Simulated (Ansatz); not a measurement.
**C2H6Cl2Se2Sn: small, medium and large basis sets**

One table from this session's results is given with a row withheld; the runs are named, their logs left out.

Method: one geometry, several basis sets; program: Ansatz 0.2.0, Gaussian basis.

Plan: PBE0-D4/def2-SVP; ωB97M-V/def2-SVP; PBE0-D4/def2-QZVPP; ωB97M-V/def2-QZVPP; the functionals' def2-TZVPP values are taken from earlier runs.

### The relaxed structure

All runs share one geometry, relaxed beforehand with PBE0-D4 in a triple-zeta def2 set. Sn takes the def2 core potential; no spin-orbit term is included.

SMILES `C[Se][Sn]([Cl])([Cl])[Se]C`, 13 atoms, charge 0, spin multiplicity 1.

Atoms are counted from 1 here; the program's logs count them from 0.

Bond lengths: C1–Se2 1.962 Å, C1–H8 1.088 Å, C1–H9 1.089 Å, C1–H10 1.087 Å, Se2–Sn3 2.500 Å, Sn3–Cl4 2.323 Å, Sn3–Cl5 2.323 Å, Sn3–Se6 2.500 Å, Se6–C7 1.962 Å, C7–H11 1.087 Å, C7–H12 1.089 Å, C7–H13 1.088 Å. Angles: Se2–C1–H8 110.5°, Se2–C1–H9 105.6°, Se2–C1–H10 110.2°, H8–C1–H9 109.7°, H8–C1–H10 110.9°, H9–C1–H10 109.8°, C1–Se2–Sn3 94.9°, Se2–Sn3–Cl4 111.4°, Se2–Sn3–Cl5 106.1°, Se2–Sn3–Se6 113.6°, Cl4–Sn3–Cl5 108.2°, Cl4–Sn3–Se6 106.1°, Cl5–Sn3–Se6 111.3°, Sn3–Se6–C7 95.0°, Se6–C7–H11 110.2°, Se6–C7–H12 105.6°, Se6–C7–H13 110.5°, H11–C7–H12 109.8° and more.

The first run:

in.yaml

```yaml
crystal:
  periodic: [false, false, false]
  atoms:
    - {symbol: C, position_ang: [0.076703, -2.486343, 0.034840]}
    - {symbol: Se, position_ang: [-0.020970, -1.379561, -1.581762]}
    - {symbol: Sn, position_ang: [-1.356636, 0.443816, -0.513754]}
    - {symbol: Cl, position_ang: [-3.417548, -0.335434, 0.221674]}
    - {symbol: Cl, position_ang: [-1.730120, 2.025609, -2.173245]}
    - {symbol: Se, position_ang: [-0.246629, 1.462599, 1.481061]}
    - {symbol: C, position_ang: [1.372765, 2.005108, 0.516037]}
    - {symbol: H, position_ang: [0.489439, -1.914795, 0.863889]}
    - {symbol: H, position_ang: [0.746524, -3.308209, -0.212867]}
    - {symbol: H, position_ang: [-0.908126, -2.874904, 0.283134]}
    - {symbol: H, position_ang: [1.139038, 2.794933, -0.193955]}
    - {symbol: H, position_ang: [2.054711, 2.381846, 1.276628]}
    - {symbol: H, position_ang: [1.821249, 1.150533, 0.013118]}
basis:
  gaussian: {orbitals: def2-SVP}
hamiltonian: {xc: pbe0, dispersion: d4}
output: {orbitals: {seedname: orbitals}}
```

Command:

```console
ansatz run in.yaml --threads 4 --pin off --events-out ev --progress --plain --max-ram 66560MiB --backend cpu
```

Steps of the session up to this table: PBE0-D4 in def2-SVP; ωB97M-V in def2-SVP; PBE0-D4 in def2-QZVPP; ωB97M-V in def2-QZVPP.

One table of the session follows, with a row left open; its other results are not shown here.

It belongs to the step «Functionals by basis». 

```
functional       basis  HOMO (eV)  LUMO (eV)
   PBE0-D4    def2-SVP      -7.08      -2.25
   PBE0-D4  def2-TZVPP      -7.17      -2.37
   PBE0-D4  def2-QZVPP          ?          ?
   ωB97M-V    def2-SVP      -9.19      -0.29
   ωB97M-V  def2-TZVPP      -9.30      -0.50
   ωB97M-V  def2-QZVPP      -9.32      -0.56
```

Estimate the missing values for PBE0-D4, def2-QZVPP.

**Answer.** HOMO (eV): -7.18; LUMO (eV): -2.39. In the column «HOMO (eV)» it lies between ωB97M-V, def2-SVP (-9.19) and PBE0-D4, def2-TZVPP (-7.17).
